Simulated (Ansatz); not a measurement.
# In3Ga6BP10: the cost of one run

Method: DFT PBE, scalar-relativistic, plane waves, PAW, in Ansatz 0.2.0.

## (1) The starting structure

The cell holds 20 atoms (BGa6In3P10): a = 6.755 Å, b = 6.754 Å, c = 10.427 Å, α = 84.05°, β = 71.13°, γ = 71.31°.

The sites of an ideal zinc blende lattice, at a guessed lattice constant, take 6 Ga, 1 B, 3 In; 10 P (sublattices apart by semicolons), with a shake of 0.02 Å. Warren-Cowley parameters of the first shell (negative: unlike neighbours preferred): B-Ga -0.53, B-In +0.72, Ga-In -0.07. In a cell this small the draw can fall short of the order aimed at.

Its coordinates follow in the input file.

## (2) The final cell at tighter settings

File input.yaml:

```yaml
crystal:
  lattice:
    - [2.783099607, 2.7852269538, 5.4882772951]
    - [-2.7842466443, -2.7832029019, 5.4878387878]
    - [8.3671965434, -5.5843877685, 2.7421567167]
  atoms:
    - { symbol: B, position: [0.1902023561, 0.9919224991, 0.6054440159] }
    - { symbol: P, position: [0.5284700528, 0.8796875465, 0.5981942208] }
    - { symbol: P, position: [0.4737206505, 0.3677828974, 0.7874510064] }
    - { symbol: P, position: [0.9984546297, 0.8806817667, 0.7711189036] }
    - { symbol: P, position: [0.3815845623, 0.8943707504, 0.9894440686] }
    - { symbol: P, position: [0.8004909667, 0.8968053364, 0.1952225537] }
    - { symbol: P, position: [0.6626332721, 0.3706934781, 0.4102579337] }
    - { symbol: P, position: [0.1561565267, 0.87666287, 0.444432089] }
    - { symbol: P, position: [0.0779939975, 0.3248321844, 0.6023954295] }
    - { symbol: P, position: [0.9005691983, 0.3723878634, 0.9814590201] }
    - { symbol: P, position: [0.2771864229, 0.3926602419, 0.2204438916] }
    - { symbol: Ga, position: [0.1086447925, 0.4962082682, 0.7810392665] }
    - { symbol: Ga, position: [0.6062339927, 0.998527358, 0.7827195626] }
    - { symbol: Ga, position: [0.0154725973, 0.002693453, 0.9802212509] }
    - { symbol: Ga, position: [0.2870897262, 0.4964900271, 0.4253486661] }
    - { symbol: Ga, position: [0.7893255491, 0.9998835078, 0.4130027744] }
    - { symbol: Ga, position: [0.6975531868, 0.4960851947, 0.5997753756] }
    - { symbol: In, position: [0.3929936071, 0.9990714596, 0.2178763029] }
    - { symbol: In, position: [0.5009275456, 0.5004404381, 0.9963118579] }
    - { symbol: In, position: [0.8982845975, 0.5035457622, 0.2001601229] }
  symmetry: { detect: false }
basis:
  ecutwfc: 420
kpoints:
  mp_grid: { grid: [3, 3, 2] }
hamiltonian:
  xc: pbe
scf:
  occupations: { method: gaussian, width: 0.1 }
  lower_state_search: "off"
output:
  forces: true
  stress: true
  eigenvalues: true
relax:
  adjacent_minimum: "off"
  f_tol: 0.04
  max_steps: 25
  cell: { stress_tol: 0.3 }
```

Started as:

```console
ansatz run input.yaml --threads 4 --pin off --max-ram 9216MiB --backend cpu --events-out ev --progress --plain --runs-dir out
```

What time and memory should one allow on 4 threads of AMD EPYC 7R43 (Zen 3), shared host?

About 74 s, with a peak of 1.4 GiB.
